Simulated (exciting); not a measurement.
# TePt (F-43m) in exciting: reference runs

How does TePt come out in PBEsol? The cell is run as given, and energy against volume gives the equilibrium volume and stiffness.

Program: exciting (release sodium). These are calculated values, not measurements. Logs are shortened: lines on timing, memory, paths and dates and some standing lists are left out, and cuts for length are marked.

### 1 Starting point

It takes space group F-43m (No. 216, cubic). Conventional cell: a = 5.746 Å, b = 5.746 Å, c = 5.746 Å, α = 90.00°, β = 90.00°, γ = 90.00°. Te (site symmetry -43m) has 4 Pt at 2.49 Å as nearest neighbours. Pt (site symmetry -43m) has 4 Te at 2.49 Å as nearest neighbours.

The cell was built by a generator and needn't be a form met in nature.

### 2 Single point, PBEsol

input.xml

```xml
<input>
  <title>TePt</title>
  <structure speciespath="./" tshift="false">
    <crystal scale="1">
      <basevect>0.000000000000 5.429236370738 5.429236370738</basevect>
      <basevect>5.429236370738 0.000000000000 5.429236370738</basevect>
      <basevect>5.429236370738 5.429236370738 0.000000000000</basevect>
    </crystal>
    <species speciesfile="Te.xml" rmt="2.26">
      <atom coord="0.750000000000 0.750000000000 0.750000000000"/>
    </species>
    <species speciesfile="Pt.xml" rmt="2.26">
      <atom coord="0.000000000000 0.000000000000 0.000000000000"/>
    </species>
  </structure>
  <groundstate do="fromscratch" ngridk="8 8 8" rgkmax="9" gmaxvr="14" lmaxapw="10" lmaxmat="10" lmaxvr="8" xctype="GGA_PBE_SOL" stype="Fermi Dirac" swidth="0.00183747" nempty="14" ValenceRelativity="iora*" epsengy="1e-05" epspot="1e-05" maxscl="60" tforce="true" outputlevel="normal"/>
</input>
```

Potentials or basis: all-electron LAPW+lo, shipped species files, valence relativity iora*.

Launch:

```
OMP_NUM_THREADS=1 exciting_smp
```

INFO.OUT:

```text
================================================================================
EXCITING SODIUM started
[... 10 lines left out ...]

 Lattice vectors (cartesian) :
      0.0000000000      5.4292363707      5.4292363707
      5.4292363707      0.0000000000      5.4292363707
      5.4292363707      5.4292363707      0.0000000000

 Reciprocal lattice vectors (cartesian) :
     -0.5786435585      0.5786435585      0.5786435585
      0.5786435585     -0.5786435585      0.5786435585
      0.5786435585      0.5786435585     -0.5786435585

 Unit cell volume                           :     320.0709398029
 Brillouin zone volume                      :       0.7749851130

 Species :    1 (Te)
     parameters loaded from                 :    Te.xml
     name                                   :    tellurium
     nuclear charge                         :     -52.00000000
     electronic charge                      :      52.00000000
     atomic mass                            :  232600.57070000
     muffin-tin radius                      :       2.26000000
     # of radial points in muffin-tin       :     400

     atomic positions (lattice) :
       1 :   0.75000000  0.75000000  0.75000000

 Species :    2 (Pt)
     parameters loaded from                 :    Pt.xml
     name                                   :    platinum
     nuclear charge                         :     -78.00000000
     electronic charge                      :      78.00000000
     atomic mass                            :  355605.43990000
     muffin-tin radius                      :       2.26000000
     # of radial points in muffin-tin       :     450

     atomic positions (lattice) :
       1 :   0.00000000  0.00000000  0.00000000

 Total number of atoms per unit cell        :       2

 Spin treatment                             :    spin-unpolarised

 Number of Bravais lattice symmetries       :      48
 Number of crystal symmetries               :      24

 k-point grid                               :       8    8    8
 Total number of k-points                   :      43
 k-point set is reduced with crystal symmetries

 R^MT_min * |G+k|_max (rgkmax)              :       9.00000000
 Species with R^MT_min                      :       1 (Te)
 Maximum |G+k| for APW functions            :       3.98230088
 Maximum |G| for potential and density      :      14.00000000

 G-vector grid sizes                        :      36    36    36
 Total number of G-vectors                  :   14841

 Maximum angular momentum used for
     APW functions                          :      10
     computing H and O matrix elements      :      10
     potential and density                  :       8
     inner part of muffin-tin               :       2

 Total nuclear charge                       :    -130.00000000
 Total electronic charge                    :     130.00000000
 Total core charge                          :      84.00000000
 Total valence charge                       :      46.00000000

 Number of empty states                     :      14
 Total number of valence states             :      38

 Maximum Hamiltonian size                   :     400
 Maximum number of plane-waves              :     360
 Total number of local-orbitals             :      40

 Exchange-correlation type                  :      22
     PBEsol, Phys. Rev. Lett. 100, 136406 (2008)
     Generalised gradient approximation (GGA)

 Smearing scheme                            :    Fermi-Dirac
 Smearing width                             :       0.00183747

 Using multisecant Broyden potential mixing
[... 6 lines left out ...]
* Groundstate module started                                                   *
********************************************************************************
 Output level for this task is set to normal

++++++++++++++++++++++++++++++++++++++++++++++++++++++++++++++++++++++++++++++++
[... 5 lines left out ...]
+ SCF iteration number :    1                                                  +
++++++++++++++++++++++++++++++++++++++++++++++++++++++++++++++++++++++++++++++++
 Total energy                               :    -25217.56842595
 _______________________________________________________________
 Fermi energy                               :         0.32773629
 Kinetic energy                             :     28298.69849263
 Coulomb energy                             :    -52991.06915398
 Exchange energy                            :      -516.63619793
 Correlation energy                         :        -8.56156667

 DOS at Fermi energy (states/Ha/cell)       :        47.09316913

 Electron charges :
     core                                   :        84.00000000
     core leakage                           :         0.00550856
     valence                                :        46.00000000
     interstitial                           :         5.38323385
     charge in muffin-tin spheres :
                  atom     1    Te          :        48.98820986
                  atom     2    Pt          :        75.62855629
     total charge in muffin-tins            :       124.61676615
     total charge                           :       130.00000000

++++++++++++++++++++++++++++++++++++++++++++++++++++++++++++++++++++++++++++++++
+ SCF iteration number :    2                                                  +
++++++++++++++++++++++++++++++++++++++++++++++++++++++++++++++++++++++++++++++++
 Total energy                               :    -25231.19354748
 _______________________________________________________________
 Fermi energy                               :         0.31635830
 Kinetic energy                             :     28289.73345782
 Coulomb energy                             :    -52995.49878355
 Exchange energy                            :      -516.86422444
 Correlation energy                         :        -8.56399731

 DOS at Fermi energy (states/Ha/cell)       :        43.01395070

 Electron charges :
     core                                   :        84.00000000
     core leakage                           :         0.00540377
     valence                                :        46.00000000
     interstitial                           :         5.25360314
     charge in muffin-tin spheres :
                  atom     1    Te          :        48.94324021
                  atom     2    Pt          :        75.80315665
     total charge in muffin-tins            :       124.74639686
     total charge                           :       130.00000000
[... 441 lines left out ...]
++++++++++++++++++++++++++++++++++++++++++++++++++++++++++++++++++++++++++++++++
+ SCF iteration number :   18                                                  +
++++++++++++++++++++++++++++++++++++++++++++++++++++++++++++++++++++++++++++++++
 Total energy                               :    -25235.59199414
 _______________________________________________________________
 Fermi energy                               :         0.30704405
 Kinetic energy                             :     28286.26088520
 Coulomb energy                             :    -52996.36606590
 Exchange energy                            :      -516.92232227
 Correlation energy                         :        -8.56449117

 DOS at Fermi energy (states/Ha/cell)       :        43.36046685

 Electron charges :
     core                                   :        84.00000000
     core leakage                           :         0.00532665
     valence                                :        46.00000000
     interstitial                           :         5.22069717
     charge in muffin-tin spheres :
                  atom     1    Te          :        48.97422267
                  atom     2    Pt          :        75.80508017
     total charge in muffin-tins            :       124.77930283
     total charge                           :       130.00000000

 RMS change in effective potential (target) :  0.115280E-08  ( 0.100000E-04)
 Absolute change in total energy   (target) :  0.371208E-06  ( 0.100000E-04)
 Charge distance                   (target) :  0.412742E-09  ( 0.100000E-04)
 Abs. change in max-nonIBS-force   (target) :   0.00000      ( 0.500000E-04)

++++++++++++++++++++++++++++++++++++++++++++++++++++++++++++++++++++++++++++++++
| Convergency criteria checked for the last 2 iterations                       +
| Convergence targets achieved. Performing final SCF iteration                 +
++++++++++++++++++++++++++++++++++++++++++++++++++++++++++++++++++++++++++++++++
 Total energy                               :    -25235.59199423
 _______________________________________________________________
 Fermi energy                               :         0.30704405
 Kinetic energy                             :     28286.26088528
 Coulomb energy                             :    -52996.36606607
 Exchange energy                            :      -516.92232228
 Correlation energy                         :        -8.56449117

 DOS at Fermi energy (states/Ha/cell)       :        43.36046796

 Electron charges :
     core                                   :        84.00000000
     core leakage                           :         0.00532665
     valence                                :        46.00000000
     interstitial                           :         5.22069717
     charge in muffin-tin spheres :
                  atom     1    Te          :        48.97422267
                  atom     2    Pt          :        75.80508016
     total charge in muffin-tins            :       124.77930283
     total charge                           :       130.00000000

++++++++++++++++++++++++++++++++++++++++++++++++++++++++++++++++++++++++++++++++
+ Self-consistent loop stopped                                                 +
++++++++++++++++++++++++++++++++++++++++++++++++++++++++++++++++++++++++++++++++
 STATE.OUT is written

--------------------------------------------------------------------------------
- Writing atomic positions and forces                                          -
--------------------------------------------------------------------------------

 Atomic positions (lattice) :
 atom     1  Te  :     0.75000000    0.75000000    0.75000000
 atom     2  Pt  :     0.00000000    0.00000000    0.00000000

 Total atomic forces including IBS (cartesian) :
 atom     1  Te  :    -0.00000000    0.00000000   -0.00000000
 atom     2  Pt  :     0.00000000   -0.00000000    0.00000000

 Atomic force components including IBS (cartesian) :
 atom     1  Te  :    -0.00000000   -0.00000000   -0.00000000   HF force
                 :     0.00000000    0.00000000    0.00000000   core correction
                 :     0.00000000    0.00000000   -0.00000000   IBS correction
 atom     2  Pt  :     0.00000000    0.00000000    0.00000000   HF force
                 :    -0.00000000   -0.00000000   -0.00000000   core correction
                 :    -0.00000000   -0.00000000    0.00000000   IBS correction

********************************************************************************
* Groundstate module stopped                                                   *
********************************************************************************

================================================================================
| EXCITING SODIUM stopped                                                      =
================================================================================
```

Wall time 3 min (1 thread of Arm Neoverse V1, shared host); peak memory 0.14 GiB.

Results:

```yaml
Free_energy: -686695.4539 eV
Band_gap_on_the_k_mesh: none (metal or under the smearing width)
All_electrons_inside_the_program's_atomic_spheres: Te 48.97; Pt 75.81 (radii Te 2.26, Pt 2.26 bohr)
```

Caveat: the log's total energy holds no entropy term; the free energy is that total less TS from the occupations. The run has no spin-orbit coupling, so splittings on Pt, Te are missing.

(Part 1 of 2 ends here.)
